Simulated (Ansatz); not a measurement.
**HfClO (sextet): the correlation ladder, def2-SVP**

One table from this session's results is given with a row withheld; the runs are named, their logs left out.

Program: Ansatz 0.2.0, Gaussian basis. Level of theory: def2-SVP, core rule «outside noble gas», up to 10 orbitals frozen. These are calculated values, not measurements.

The runs, in order: UHF; CCSD(T) on ROHF; CCSD(T) on UHF; CISD; CCSDT(Q) on ROHF; CCSDT(Q) on UHF.

12 further runs of the same task are left out: 7 for a known fault of the program, 5 set aside as unsound or not needed.

## The geometry

The geometry is a PBE0/def2-TZVP stationary point (not a proven minimum). No spin-orbit coupling is included. Elements past krypton take def2 core potentials.

3 atoms, charge 0, spin multiplicity 6.

Atoms are counted from 1 here; the program's logs count them from 0.

Bond lengths: Hf1–O2 2.702 Å, Hf1–Cl3 2.352 Å. Angles: O2–Hf1–Cl3 180.0°.

The first run:

Input file in.yaml:

```yaml
crystal:
  periodic: [false, false, false]
  atoms:
    - {symbol: Hf, position_ang: [0.000000, 0.000000, 0.116600]}
    - {symbol: O, position_ang: [0.000000, 0.000000, -2.584900]}
    - {symbol: Cl, position_ang: [0.000000, 0.000000, 2.468300]}
basis:
  gaussian: {orbitals: def2-SVP}
magnetization: {spin_polarized: true, initial_magnetization: 5}
hamiltonian: {xc: hf}
output: {orbitals: {seedname: orbitals}}
```

Launch:

```sh
$ ansatz run in.yaml --threads 1 --pin off --events-out ev --progress --plain --max-ram 4096MiB --backend cpu
```

Among the steps run: UHF; CCSD(T) on ROHF; CCSD(T) on UHF; CISD; CCSDT(Q) on ROHF; CCSDT(Q) on UHF.

One of the session's tables, all rows but one given; the rest of the session is left out.

```
   method  from RCCSDT(Q) (meV)
      UHF               +8379.7
     RMP2               +1175.4
     UMP2               +1024.1
    RCCSD                +223.8
    UCCSD                +136.4
 RCCSD(T)                 +49.4
 UCCSD(T)                 -18.5
   RCCSDT                     ?
   UCCSDT                 -44.6
RCCSDT(Q)                     0
UCCSDT(Q)                 -57.4
```

Q: Estimate the row for RCCSDT from the others.

As computed: from RCCSDT(Q) (meV): +12.5. In the column «from RCCSDT(Q) (meV)» it lies between RCCSDT(Q) (0) and RCCSD(T) (+49.4).

Not comparable, so not listed: CISD (they don't share determinant, frozen orbitals or solution with the rows shown, or repeat one).

Caveats from the session: Left out of the table: ROHF (another determinant or state than the rows shown). Warnings: coupled cluster took another determinant than the lowest. Restricted and unrestricted rows rest on different reference determinants; where their highest levels disagree by more than a few hundredths of an eV, they describe different states and don't form one ladder.
